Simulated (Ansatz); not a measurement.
2 structures of Cu3Sb: a ranking of polymorphs by energy, run with the Ansatz DFT code, driven from Python.

The script, `cu3sb.py`:
```python
"""Relative energies of Cu3Sb phases, at the given cells."""

import warnings

import ansatz
from ase import Atoms
import numpy as np
import spglib


def ground_state(name, crystal):
    calc = (
        crystal.calculation()
        .functional("pbesol")
        .basis(38 * ansatz.Ry)
        .kpoints(spacing=0.15)
        .occupations("gaussian", width=0.1)
        .stress()
        .band_table()
    )
    return calc.run()


def space_group(outcome):
    sites = outcome.report["lattice"]["sites"]
    kinds = sorted({site["symbol"] for site in sites})
    cell = (outcome.lattice.cell_ang, [site["position_frac"] for site in sites], [kinds.index(site["symbol"]) for site in sites])
    return spglib.get_spacegroup(cell, symprec=0.01)


def volume_per_atom(outcome):
    return abs(np.linalg.det(outcome.lattice.cell_ang)) / len(outcome.lattice.sites)


def pressure_gpa(outcome):
    return float(np.trace(outcome.report["stress_gpa"]) / 3)

warnings.simplefilter("ignore", ansatz.DeckWarning)

phases = {}
atoms = Atoms(
    ["Cu", "Cu", "Cu", "Sb"],
    scaled_positions=[
        (0.5, 0.5, 0.0),
        (0.5, 0.0, 0.5),
        (0.0, 0.5, 0.5),
        (0.0, 0.0, 0.0),
    ],
    cell=[
        (3.897337, 0.0, 0.0),
        (0.0, 3.897337, 0.0),
        (0.0, 0.0, 3.897337),
    ],
    pbc=True,
)
pm_3m = ansatz.Crystal.from_ase(atoms)
phases["Pm-3m"] = pm_3m
atoms = Atoms(
    ["Cu", "Cu", "Cu", "Sb"],
    scaled_positions=[
        (0.5, 0.5, 0.5),
        (0.25, 0.25, 0.25),
        (0.75, 0.75, 0.75),
        (0.0, 0.0, 0.0),
    ],
    cell=[
        (0.0, 3.112952, 3.112952),
        (3.112952, 0.0, 3.112952),
        (3.112952, 3.112952, 0.0),
    ],
    pbc=True,
)
fm_3m = ansatz.Crystal.from_ase(atoms)
phases["Fm-3m"] = fm_3m

done = {name: ground_state(name, crystal) for name, crystal in phases.items()}

energy = {name: o.report["energy_sigma0_ev"] / len(o.lattice.sites) for name, o in done.items()}
lowest = min(energy.values())
rows = [(name, len(o.lattice.sites), 1000 * (energy[name] - lowest), space_group(o), volume_per_atom(o), pressure_gpa(o)) for name, o in done.items()]
rows.sort(key=lambda row: row[2])
print("     phase       atoms  dE (meV/atom)  space group  V (A^3/atom)     P (GPa)")
for row in rows:
    print(f"{str(row[0]):>10}  {row[1]:10d}  {row[2]:13.1f}  {str(row[3]):>11}  {row[4]:12.3f}  {row[5]:10.2f}")
```

Which of these structures comes out lowest, and how far apart are they?

By space group at the end of each run: Pm-3m (+0 meV an atom, 14.8 Å³) and Fm-3m (+104 meV an atom, 15.1 Å³).

The run itself:

Running `python cu3sb.py` prints:
```text
     phase       atoms  dE (meV/atom)  space group  V (A^3/atom)     P (GPa)
     Pm-3m           4            0.0  Pm-3m (221)        14.799       -5.07
     Fm-3m           4          103.7  Fm-3m (225)        15.083       -4.83
```

What to keep in mind:
- Spin is left out of this run.
- Pressure is positive in compression.
- The meshes are coarse for the metals among these phases, whose energies can be off by up to 40 meV an atom.
- The cells come from databases of deposited and of computed structures, and not all need be stable phases.
- The ranking holds among these structures alone, at zero temperature; the ground state may be another structure. Differences under about 40 meV an atom lie within the error of mesh and functional.
- Finished in 25 s on 1 thread of Arm Neoverse V1, with other jobs on the host, peak memory 0.54 GiB.
